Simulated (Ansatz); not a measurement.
I need a single point from an input typed as a dict of Cr3GaN, space group Pm-3m. Use Ansatz 0.2.0 through its Python package. Use: PBEsol, PAW, cutoff 470 eV, Gaussian smearing of 0.2 eV, collinear spin.

```xyz
5
Lattice="3.8292 0.0000 0.0000 0.0000 3.8292 0.0000 0.0000 0.0000 3.8292" Properties=species:S:1:pos:R:3 pbc="T T T"
Cr    1.9146    0.0000    1.9146
Cr    0.0000    1.9146    1.9146
Cr    1.9146    1.9146    0.0000
Ga    0.0000    0.0000    0.0000
N     1.9146    1.9146    1.9146
```

`deck_cr3gan.py`
```python
"""Single point of Cr3GaN through the engine session."""

import json

import ansatz as az

settings = {
    "crystal": {
        "lattice": [[3.829202, 0.0, 0.0], [0.0, 3.829202, 0.0], [0.0, 0.0, 3.829202]],
        "atoms": [
            {"symbol": "Cr", "position": [0.5, 0.0, 0.5], "spin": 2.1},
            {"symbol": "Cr", "position": [0.0, 0.5, 0.5], "spin": 2.1},
            {"symbol": "Cr", "position": [0.5, 0.5, 0.0], "spin": 2.1},
            {"symbol": "Ga", "position": [0.0, 0.0, 0.0]},
            {"symbol": "N", "position": [0.5, 0.5, 0.5]},
        ],
    },
    "magnetization": {"spin_polarized": True},
    "kpoints": {"mp_grid": {"kspacing": 0.3}},
    "hamiltonian": {"xc": "pbesol"},
    "scf": {"occupations": {"method": "gaussian", "width": 0.2}},
    "basis": {"ecutwfc": 470, "xc_grid": 2},
    "output": {"forces": True, "stress": True, "eigenvalues": True},
    "accuracy": "medium",
}

done = az.Session.from_dict(settings).plan().execute()
rep = done.report

energy = rep["free_energy_ev"]
print("Cr3GaN: {:.6f} eV = {:.6f} Ry = {:.6f} Ha".format(energy, energy / 13.605693, energy / 27.211386))
print("Fermi level {:.4f} eV, {} k-points, {} symmetry operations".format(rep["fermi_energy_ev"], rep["n_kpoints"], rep["n_symmetry_ops"]))

fermi = rep["fermi_energy_ev"]
print("levels less the Fermi level (eV) at the first k-points")
for k, levels in list(zip(rep["kpoints_frac"], rep["eigenvalues_ev"]))[:6]:
    print("k = ({:.3f}, {:.3f}, {:.3f})".format(*k))
    print("   ", " ".join(f"{e - fermi:.3f}" for e in levels))

print("site moments (muB):", [round(m, 2) for m in rep["site_moments_mub"]])
print("electrons up, down:", [round(n, 3) for n in rep["spin_occupation_sums"]])

used = rep["setup"]
print("cutoffs (eV):", used["ecut_ev"], used["ecutrho_ev"], " FFT grid:", used["fft_dense"])
print("cell volume {:.3f} A^3, {} symmetry operations".format(used["cell_volume_ang3"], used["n_sym_ops"]))

keep = ["free_energy_ev", "energy_sigma0_ev", "fermi_energy_ev", "n_iterations", "converged", "magnetization_mub", "n_kpoints"]
with open("cr3gan.json", "w") as handle:
    json.dump({key: rep[key] for key in keep}, handle, indent=1)
```

`python deck_cr3gan.py` gives:
```text
RunWarning: the starting moments were not kept: 1 of 3 ended reversed and 2 kept their direction, counting a site from 0.1 of the cell's largest site moment. The largest reversed, site 1 (counted [...]
Cr3GaN: -14171.014369 eV = -1041.550355 Ry = -520.775177 Ha
Fermi level 16.7384 eV, 40 k-points, 16 symmetry operations
levels less the Fermi level (eV) at the first k-points
k = (0.000, 0.000, 0.000)
    -71.780 -71.710 -71.003 -43.419 -43.419 -43.329 -43.210 -43.115 -43.115 -42.679 -42.403 -42.403 -17.429 -14.603 -14.598 -14.582 -14.582 -14.578 -9.065 -4.712 -4.704 -4.704 -2.903 -2.837 -2.837 -2.786 -2.520 -0.102 -0.102 0.307 0.496 0.619 1.664 1.670 1.930 1.930 1.947 1.995 1.995 3.709
k = (0.000, 0.000, 0.167)
    -71.775 -71.715 -71.003 -43.404 -43.404 -43.319 -43.214 -43.131 -43.130 -42.685 -42.410 -42.403 -17.271 -14.596 -14.588 -14.580 -14.579 -14.576 -8.880 -5.425 -4.917 -4.904 -2.882 -2.762 -2.752 -2.709 -2.486 -0.231 -0.214 -0.064 0.204 0.565 1.513 1.520 1.685 1.929 2.194 2.749 2.843 4.011
k = (0.000, 0.000, 0.333)
    -71.762 -71.727 -71.003 -43.367 -43.364 -43.293 -43.227 -43.173 -43.168 -42.699 -42.423 -42.403 -16.925 -14.587 -14.578 -14.575 -14.572 -14.563 -8.575 -6.272 -5.234 -5.213 -4.001 -2.652 -2.615 -2.590 -1.975 -0.510 -0.460 -0.075 0.099 0.528 1.119 1.303 1.331 1.928 2.844 4.078 4.153 4.301
k = (0.000, 0.000, -0.500)
    -71.745 -71.744 -71.004 -43.341 -43.335 -43.273 -43.240 -43.202 -43.194 -42.706 -42.429 -42.403 -16.734 -14.583 -14.577 -14.572 -14.569 -14.550 -8.585 -6.106 -5.365 -5.341 -5.002 -2.686 -2.605 -2.488 -1.598 -0.608 -0.599 0.186 0.202 0.456 0.897 1.050 1.164 1.927 3.132 3.994 5.104 5.257
k = (0.000, 0.167, 0.167)
    -71.771 -71.719 -71.003 -43.437 -43.345 -43.309 -43.217 -43.185 -43.103 -42.692 -42.411 -42.409 -17.113 -14.587 -14.582 -14.579 -14.578 -14.574 -8.693 -5.759 -5.387 -5.116 -2.957 -2.785 -2.733 -2.503 -2.392 -0.569 -0.195 -0.188 -0.000 0.773 1.360 1.661 1.769 1.771 2.108 3.170 3.323 4.332
k = (0.000, 0.167, 0.333)
    -71.759 -71.729 -71.004 -43.442 -43.284 -43.276 -43.244 -43.228 -43.108 -42.707 -42.423 -42.410 -16.768 -14.580 -14.576 -14.574 -14.572 -14.557 -8.394 -6.510 -5.770 -5.427 -3.866 -2.803 -2.712 -2.227 -1.914 -0.674 -0.614 -0.017 0.092 0.643 1.076 1.261 1.690 1.806 2.611 4.067 4.554 4.565
site moments (muB): [0.46, -0.74, 0.46, -0.0, -0.0]
electrons up, down: [30.116, 29.884]
cutoffs (eV): 470.0 1880.0  FFT grid: [30, 30, 30]
cell volume 56.147 A^3, 16 symmetry operations
```
(Warnings from the package without file and line, shortened.)

It writes `cr3gan.json`:
```json
{
 "free_energy_ev": -14171.014369268849,
 "energy_sigma0_ev": -14170.964053320065,
 "fermi_energy_ev": 16.738378224338597,
 "n_iterations": 2,
 "converged": true,
 "magnetization_mub": 0.23141180896043068,
 "n_kpoints": 40
}
```

What to keep in mind:
- These settings explore the input space; cutoff and mesh may be short of convergence.
- The SCF didn't keep the moments it started from (some shrank, vanished or turned); what is printed is the state reached.
- The computed bands are complete only to about 3.7 eV above the Fermi level.
- The levels shown are those of the first spin channel.
- The zero of the levels is a convention of the potentials, so an absolute Fermi energy is no work function.
- At these settings the cell as given stands under about -8 GPa, so it isn't at this functional's equilibrium volume.
- This cell is a computed structure, which may not be the phase found in nature.
- Levels are Kohn-Sham eigenvalues on this mesh, without spin-orbit coupling.
- Timing: 2.3 min on 1 thread of Arm Neoverse V1 (shared host), peak memory 0.89 GiB.

(Lines on the test bed's own set-up are left out of the output.)
